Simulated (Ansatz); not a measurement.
# BHOZn: vertical ionisation energy

One table from this session's results is given with a row withheld; the runs are named, their logs left out.

Method: unrestricted cation, the program's frozen cores in correlated methods; program: Ansatz 0.2.0, Gaussian basis.

The runs, in order: UKS PBE-D4/def2-TZVPP; UKS r2SCAN-D4/def2-TZVPP; UKS PBE0-D4/def2-TZVPP; UKS B3LYP-D4/def2-TZVPP; UKS wB97X-V/def2-TZVPP; UKS wB97M-V/def2-TZVPP; UKS B2PLYP (frozen core with 3s3p of Cu, Zn)/def2-TZVPP; UHF-CCSD(T) with 3s3p of Cu, Zn/def2-TZVPP; UHF-MP2 with 3s3p of Cu, Zn/def2-QZVPP; extrapolation to the limit; then −ε(HOMO) from the neutral's earlier runs with LDA (SPW92), PBE-D4, revPBE-D4, BLYP-D4, r2SCAN-D4, B97M-V, PBE0-D4, B3LYP-D4, r2SCANh-D4, r2SCAN0-D4, HSE06-D4, BHLYP-D4, CAM-B3LYP-D4, LC-ωPBE, ωB97X-V, ωB97M-V.

**The geometry**

The geometry comes from an earlier relaxation with PBE0-D4 in a triple-zeta def2 set; it is a stationary point.

4 atoms, charge 0, spin multiplicity 1.

Atoms are counted from 1 here; the program's logs count them from 0.

Bond lengths: B1–O2 1.199 Å, B1–H4 1.173 Å. Angles: O2–B1–H4 178.5°.

The first run:

File in.yaml:

```yaml
crystal:
  periodic: [false, false, false]
  atoms:
    - {symbol: B, position_ang: [0.446561, 0.324591, 0.685690]}
    - {symbol: O, position_ang: [0.126067, 1.435788, 0.368788]}
    - {symbol: Zn, position_ang: [-1.291867, -1.069698, -2.093877]}
    - {symbol: H, position_ang: [0.774740, -0.750881, 1.019098]}
basis:
  gaussian: {orbitals: def2-TZVPP}
total_charge: 1
magnetization: {spin_polarized: true, initial_magnetization: 1}
hamiltonian: {xc: pbe, dispersion: d4}
```

Started as:

```console
$ ansatz run in.yaml --threads 2 --pin off --events-out ev --progress --plain --max-ram 4352MiB
```

Steps of the session up to this table: Cation, UKS PBE-D4/def2-TZVPP; Cation, UKS r2SCAN-D4/def2-TZVPP; Cation, UKS PBE0-D4/def2-TZVPP; Cation, UKS B3LYP-D4/def2-TZVPP; Cation, UKS wB97X-V/def2-TZVPP; Cation, UKS wB97M-V/def2-TZVPP; Cation, UKS B2PLYP (frozen core with 3s3p of Cu, Zn)/def2-TZVPP; Cation, UHF-CCSD(T) with 3s3p of Cu, Zn/def2-TZVPP; Cation, UHF-MP2 with 3s3p of Cu, Zn/def2-QZVPP.

One of the session's tables, all rows but one given; the rest of the session is left out.

It belongs to the step «Ionisation energies side by side». Orbital estimates, from the neutral's runs:

```
  functional  −ε(HOMO) (eV)
 LDA (SPW92)           6.17
      PBE-D4           5.92
   revPBE-D4           5.82
     BLYP-D4           5.87
   r2SCAN-D4           6.14
      B97M-V           5.85
     PBE0-D4           6.64
    B3LYP-D4           6.61
  r2SCANh-D4           6.41
  r2SCAN0-D4           6.82
    HSE06-D4              ?
    BHLYP-D4           7.33
CAM-B3LYP-D4           7.93
     LC-ωPBE           8.99
     ωB97X-V           8.71
     ωB97M-V           8.71
```

Estimate the missing values for HSE06-D4.

As computed: −ε(HOMO) (eV): 6.23. In the column «−ε(HOMO) (eV)» it lies between LDA (SPW92) (6.17) and r2SCANh-D4 (6.41).
